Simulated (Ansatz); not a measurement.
# C₃H₆Si: a ladder of functionals and wavefunction methods

One table from this session's results is given with a row withheld; the runs are named, their logs left out.

Computed with Ansatz 0.2.0, Gaussian basis. Level: functionals in def2-TZVPP, the program's frozen cores in correlated methods.

The runs, in order: LDA (SPW92), PBE-D4, revPBE-D4, BLYP-D4, r2SCAN-D4, B97M-V, PBE0-D4, B3LYP-D4, r2SCANh-D4, r2SCAN0-D4, HSE06-D4, BHLYP-D4, CAM-B3LYP-D4, LC-ωPBE, ωB97X-V, ωB97M-V, B2PLYP, PBE-QIDH; CCSD(T)/def2-SVP; CCSD(T)/def2-TZVPP; MP2/def2-QZVPP; extrapolation to the limit; RPA on PBE.

## The geometry

An earlier PBE0-D4 in a triple-zeta def2 set relaxation fixed the geometry.

SMILES `[SiH3]C1=CC1`, 10 atoms, charge 0, spin multiplicity 1.

Atoms are counted from 1 here; the program's logs count them from 0.

Bond lengths: Si1–C2 1.833 Å, Si1–H5 1.485 Å, Si1–H6 1.486 Å, Si1–H7 1.486 Å, C2–C3 1.296 Å, C2–C4 1.523 Å, C3–C4 1.479 Å, C3–H8 1.078 Å, C4–H9 1.090 Å, C4–H10 1.090 Å. Angles: C2–Si1–H5 110.5°, C2–Si1–H6 109.3°, C2–Si1–H7 109.3°, H5–Si1–H6 109.6°, H5–Si1–H7 109.6°, H6–Si1–H7 108.6°, Si1–C2–C3 152.3°, Si1–C2–C4 145.0°, C3–C2–C4 62.7°, C2–C3–C4 66.2°, C2–C3–H8 147.8°, C4–C3–H8 146.0°, C2–C4–C3 51.1°, C2–C4–H9 119.0°, C2–C4–H10 119.0°, C3–C4–H9 119.9°, C3–C4–H10 119.9°, H9–C4–H10 113.9°.

Set-up of the first run:

File in.yaml:

```yaml
crystal:
  periodic: [false, false, false]
  atoms:
    - {symbol: Si, position_ang: [-0.976381, 0.983637, -0.918358]}
    - {symbol: C, position_ang: [0.023983, -0.235175, 0.016319]}
    - {symbol: C, position_ang: [0.356269, -1.448448, 0.329252]}
    - {symbol: C, position_ang: [1.132104, -0.413561, 1.046172]}
    - {symbol: H, position_ang: [-1.944557, 0.290226, -1.805775]}
    - {symbol: H, position_ang: [-1.710982, 1.852497, 0.037506]}
    - {symbol: H, position_ang: [-0.074170, 1.835967, -1.735593]}
    - {symbol: H, position_ang: [0.195984, -2.504021, 0.184017]}
    - {symbol: H, position_ang: [0.918652, -0.203767, 2.094080]}
    - {symbol: H, position_ang: [2.162199, -0.208553, 0.755380]}
basis:
  gaussian: {orbitals: def2-TZVPP}
hamiltonian: {xc: lda}
output: {orbitals: {seedname: orbitals}}
```

The run is started by

```
$ ansatz run in.yaml --threads 2 --pin off --events-out ev --progress --plain --max-ram 4352MiB
```

Among the steps run: LDA; PBE-D4 (GGA); revPBE-D4 (GGA); BLYP-D4 (GGA); r2SCAN-D4 (meta-GGA); B97M-V (meta-GGA); B3LYP-D4 (hybrid); r2SCANh-D4 (hybrid); r2SCAN0-D4 (hybrid); HSE06-D4 (hybrid); BHLYP-D4 (hybrid); CAM-B3LYP-D4 (range-separated); LC-ωPBE (range-separated); ωB97X-V (range-separated); ωB97M-V (range-separated); B2PLYP (double hybrid); PBE-QIDH (double hybrid).

One of the session's tables, all rows but one given; the rest of the session is left out.

It belongs to the step «Orbital energies across the functionals». 

| functional | HOMO (eV) | gap (eV) |
| --- | --- | --- |
| LDA (SPW92) | -6.32 | 4.51 |
| PBE-D4 | -6.21 | 4.62 |
| revPBE-D4 | -6.17 | 4.66 |
| BLYP-D4 | -6.07 | 4.63 |
| r2SCAN-D4 | -6.38 | 5.00 |
| B97M-V | -6.45 | 5.08 |
| PBE0-D4 | -7.33 | 6.74 |
| B3LYP-D4 | -7.12 | 6.33 |
| r2SCANh-D4 | -6.81 | 5.79 |
| r2SCAN0-D4 | ? | ? |
| HSE06-D4 | -6.93 | 5.96 |
| BHLYP-D4 | -8.30 | 8.84 |
| CAM-B3LYP-D4 | -8.64 | 9.23 |
| LC-ωPBE | -10.02 | 11.76 |
| ωB97X-V | -9.64 | 11.30 |
| ωB97M-V | -9.54 | 11.05 |

**Question.** Estimate the row for r2SCAN0-D4.

Worked estimate for «HOMO (eV)». Against the share of exact exchange, r2SCAN-D4 (0, -6.38), r2SCANh-D4 (0.1, -6.81) give a slope of -4.30 per unit share; at 0.25 the line stands at -7.45.

The run gave: HOMO (eV): -7.45; gap (eV): 6.98. In «HOMO (eV)» the line misses by 0.00.
